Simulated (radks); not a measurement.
# The first electron to leave Sb¹¹⁺

Aim: remove one electron from each of the outer sub-shells of Sb¹¹⁺ ([Kr] 4d(3/2: 4, 5/2: 0)) in turn, let the ion relax, and find the cheapest removal. The parent's configuration is the lowest that an earlier search found at this level.

Method: Dirac Kohn-Sham, PBE, spin-unpolarised, spherical densities, finite nucleus. Code: radks (a radial shooting solver on a logarithmic mesh, Libxc functionals) version 1.

**1. The system**

| Property | Result |
| --- | --- |
| element | antimony (Z = 51) |
| charge | +11 |
| electrons | 40 |
| configuration | [Kr] 4d(3/2: 4, 5/2: 0) |
| nuclear rms radius | 4.6802 fm |

A shell typed twice in an input gives the lower j, then the higher j.

**2. The parent, Sb¹¹⁺**

From an earlier run at this level the parent has E = -6443.810180 hartree and these outer levels (eV):

```
level  occupation  energy (eV)
3p3/2           4      -953.33
3d3/2           4      -740.05
3d5/2           6      -730.29
4s1/2           2      -350.07
4p1/2           2      -307.15
4p3/2           4      -297.18
4d3/2           4      -226.54
4d5/2           0      -224.78
```

**3. Remove 4d3/2: [Kr] 4d(3/2: 3, 5/2: 0)**

Input:

```text
Z 51
configuration [Kr] 4d3 4d0
relativity Dirac
functional pbe,pbe
spin unpolarised
j_filling energy
nucleus finite rms 4.6802 fm
c 137.035999084
```

**4. Remove 4p3/2: [Ar] 3d10 4s2 4p(1/2: 2, 3/2: 3) 4d(3/2: 4, 5/2: 0)**

Input: that of step 3 with these lines changed.

```diff
@@ -1,3 +1,3 @@
 Z 51
-configuration [Kr] 4d3 4d0
+configuration [Ar] 3d10 4s2 4p2 4p3 4d4 4d0
 relativity Dirac
```

**5. Remove 4p1/2: [Ar] 3d10 4s2 4p(1/2: 1, 3/2: 4) 4d(3/2: 4, 5/2: 0)**

Input: that of step 4 with these lines changed.

```diff
@@ -1,3 +1,3 @@
 Z 51
-configuration [Ar] 3d10 4s2 4p2 4p3 4d4 4d0
+configuration [Ar] 3d10 4s2 4p1 4p4 4d4 4d0
 relativity Dirac
```

**6. Remove 4s1/2: [Ar] 3d10 4s1 4p6 4d(3/2: 4, 5/2: 0)**

Input: that of step 5 with these lines changed.

```diff
@@ -1,3 +1,3 @@
 Z 51
-configuration [Ar] 3d10 4s2 4p1 4p4 4d4 4d0
+configuration [Ar] 3d10 4s1 4p6 4d4 4d0
 relativity Dirac
```

Before running it: what results should come out? Wanted: for each run, case; final configuration; Δ-SCF; −ε of the level emptied.

As calculated:

```
        case                                  final configuration  Δ-SCF (eV)  −ε of the level emptied (eV)
remove 4d3/2                              [Kr] 4d(3/2: 3, 5/2: 0)      239.26                        226.54
remove 4p3/2  [Ar] 3d10 4s2 4p(1/2: 2, 3/2: 3) 4d(3/2: 4, 5/2: 0)      310.68                        297.18
remove 4p1/2  [Ar] 3d10 4s2 4p(1/2: 1, 3/2: 4) 4d(3/2: 4, 5/2: 0)      320.96                        307.15
remove 4s1/2                 [Ar] 3d10 4s1 4p6 4d(3/2: 4, 5/2: 0)      364.26                        350.07
```

What this shows: The 4d3/2 electron leaves first, at 239.26 eV; the next cheapest, 4p3/2, costs 310.68 eV. 4d3/2 is also the highest occupied level of the parent. NIST lists 238 eV (theoretical), between the same two configurations. Spin polarisation and multiplet splitting are left out, so open shells lie too high by an amount that depends on their filling.
